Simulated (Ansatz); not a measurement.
**CH3BF3Ge+ (SMILES [CH3][Ge+]([F])[B](F)F): B3LYP/6-31G(d) (Cartesian functions)**

Aim: the energy change on altering one bond length of CH3BF3Ge+ at B3LYP/6-31G* (Cartesian functions), from 2 runs. 

The calculation is run with Ansatz 0.2.0.

1 further run of the same task is left out (set aside as unsound or not needed).

### 1 The structure to begin with

The species is CH3BF3Ge+ (9 atoms), meant as a singlet with charge +1. SMILES: `[CH3][Ge+]([F])[B](F)F`. Geometry: a GFN2-xTB relaxation, a rough one for these elements and not checked as a minimum.

Bond lengths: C1–Ge2 2.003 Å, Ge2–F3 1.729 Å, Ge2–B4 2.228 Å, B4–F5 1.274 Å, B4–F6 1.276 Å, C1–H7 1.092 Å, C1–H8 1.097 Å, C1–H9 1.097 Å. Some angles: C1–Ge2–F3 103.8°, C1–Ge2–B4 154.9°, F3–Ge2–B4 101.3°, Ge2–B4–F5 115.3°, Ge2–B4–F6 119.5°, F5–B4–F6 125.2°, Ge2–C1–H7 111.8°, Ge2–C1–H8 107.1°, Ge2–C1–H9 107.2°, H7–C1–H8 110.9°.

### 2 A single-point energy at B3LYP/6-31G(d) (Cartesian functions)

Input file job.yaml:

```yaml
crystal:
  periodic: [false, false, false]
  atoms:
    - {symbol: C, position_ang: [-1.827570, -0.232630, -0.019740]}
    - {symbol: Ge, position_ang: [0.127990, 0.202360, -0.000590]}
    - {symbol: F, position_ang: [0.165210, 1.931220, -0.020140]}
    - {symbol: B, position_ang: [2.303130, -0.280720, 0.029180]}
    - {symbol: F, position_ang: [3.084040, 0.724700, 0.087070]}
    - {symbol: F, position_ang: [2.676590, -1.500590, -0.012720]}
    - {symbol: H, position_ang: [-2.003290, -1.308940, -0.075000]}
    - {symbol: H, position_ang: [-2.263930, 0.280640, -0.885140]}
    - {symbol: H, position_ang: [-2.262170, 0.183950, 0.897070]}
basis:
  gaussian:
    orbitals: "6-31G*"
total_charge: 1
hamiltonian:
  xc: {name: B3LYP}
accuracy: high
output: {orbitals: {seedname: orbitals}}
```

Run with:

```sh
ansatz run job.yaml --threads 1 --pin off --max-ram 2610MiB --events-out events.jsonl --progress --plain --runs-dir runs
```

What it wrote:

```text
Warning: RAYON_NUM_THREADS=1 ignored (pool sized by the plan → 1); use --threads N
Functional definition: B3LYP
  name "B3LYP"
  parameter a0 = 0.2
  parameter ax = 0.72
  parameter ac = 0.81
  exchange = (1 - a0 - ax)*slater_x + ax*b88_x + a0*exact_x
  correlation = (1 - ac)*vwn_rpa_c + ac*lyp_c
2425 factors; integrals over basis functions are off by at most 1.1e-8 eV
mean field evaluation 1: about -66405.7053 eV, gradient 9.2e1 eV
mean field evaluation 2: about -66339.5530 eV, gradient 2.1e2 eV
mean field evaluation 4: about -66419.9135 eV, gradient 1.1e1 eV
mean field evaluation 8: about -66420.2247 eV, gradient 1.2e0 eV
mean field evaluation 16: about -66420.2276 eV, gradient 2.6e-4 eV
mean field -66420.22758387 eV, -2440.8983424599 hartree, gradient 5.2e-8 eV, S^2 0.000000; 0 other end points of the search recorded, 0 dependent functions left out
reference -66420.22762299 eV, -2440.8983438978 hartree; 36, 36 occupied and 80, 80 virtual orbitals, 2425 factors
Total energy: -66420.22762299 eV, -2440.8983438978 hartree
```

Wall time 8.4 s (1 thread of Intel Xeon 6975P-C (Granite Rapids), shared host); peak memory 0.49 GiB.

### 3 The distorted shape at the same level

Input file molecule.yaml:

```yaml
crystal:
  periodic: [false, false, false]
  atoms:
    - {symbol: C, position_ang: [-1.478473, -0.643256, 0.672597]}
    - {symbol: Ge, position_ang: [0.477087, -0.208266, 0.691747]}
    - {symbol: F, position_ang: [0.514307, 1.520594, 0.672197]}
    - {symbol: B, position_ang: [2.652227, -0.691346, 0.721517]}
    - {symbol: F, position_ang: [3.433137, 0.314074, 0.779407]}
    - {symbol: F, position_ang: [3.025687, -1.911216, 0.679617]}
    - {symbol: H, position_ang: [-1.654193, -1.719566, 0.617337]}
    - {symbol: H, position_ang: [-2.263930, 0.280640, -0.885140]}
    - {symbol: H, position_ang: [-1.913073, -0.226676, 1.589407]}
basis:
  gaussian: {orbitals: "6-31G*"}
total_charge: 1
magnetization: {spin_polarized: false}
hamiltonian: {xc: {name: B3LYP}}
accuracy: high
output: {orbitals: {seedname: orbitals}}
```

Run with:

```sh
ansatz run molecule.yaml --threads 1 --pin off --max-ram 2610MiB --events-out events.jsonl --progress --plain --runs-dir runs
```

What it wrote:

```text
Warning: RAYON_NUM_THREADS=1 ignored (pool sized by the plan → 1); use --threads N
Functional definition: B3LYP
  name "B3LYP"
  parameter a0 = 0.2
  parameter ax = 0.72
  parameter ac = 0.81
  exchange = (1 - a0 - ax)*slater_x + ax*b88_x + a0*exact_x
  correlation = (1 - ac)*vwn_rpa_c + ac*lyp_c
2429 factors; integrals over basis functions are off by at most 1.1e-8 eV
mean field evaluation 1: about -66400.4935 eV, gradient 9.4e1 eV
mean field evaluation 2: about -66331.2409 eV, gradient 2.1e2 eV
mean field evaluation 4: about -66415.9626 eV, gradient 1.6e1 eV
mean field evaluation 8: about -66416.6849 eV, gradient 6.4e-1 eV
mean field evaluation 16: about -66416.7703 eV, gradient 8.2e-4 eV
mean field -66416.77032151 eV, -2440.7712904116 hartree, gradient 4.6e-8 eV, S^2 0.000000; 0 other end points of the search recorded, 0 dependent functions left out
reference -66416.77036272 eV, -2440.7712919260 hartree; 36, 36 occupied and 80, 80 virtual orbitals, 2429 factors
Total energy: -66416.77036272 eV, -2440.7712919260 hartree
```

Wall time 9.6 s (1 thread of Intel Xeon 6975P-C (Granite Rapids), shared host); peak memory 0.49 GiB.

### 4 Outcome

At B3LYP/6-31G* (Cartesian functions):

| quantity | value |
| --- | --- |
| first shape: total energy | -2440.89834 Eh |
| first shape: HOMO energy | -14.35 eV |
| first shape: LUMO energy | -9.15 eV |
| first shape: HOMO–LUMO gap | 5.20 eV |
| distorted shape: total energy | -2440.77129 Eh |
| distorted shape: HOMO energy | -13.59 eV |
| distorted shape: LUMO energy | -9.13 eV |
| distorted shape: HOMO–LUMO gap | 4.46 eV |
| energy change with the C1–H8 bond stretched from 1.097 to 1.974 Å | 3.457 eV |

What this shows: With the C1–H8 bond stretched from 1.097 to 1.974 Å the energy rises by 3.46 eV (334 kJ/mol). The first shape isn't relaxed at this level, so the change isn't measured from a minimum.
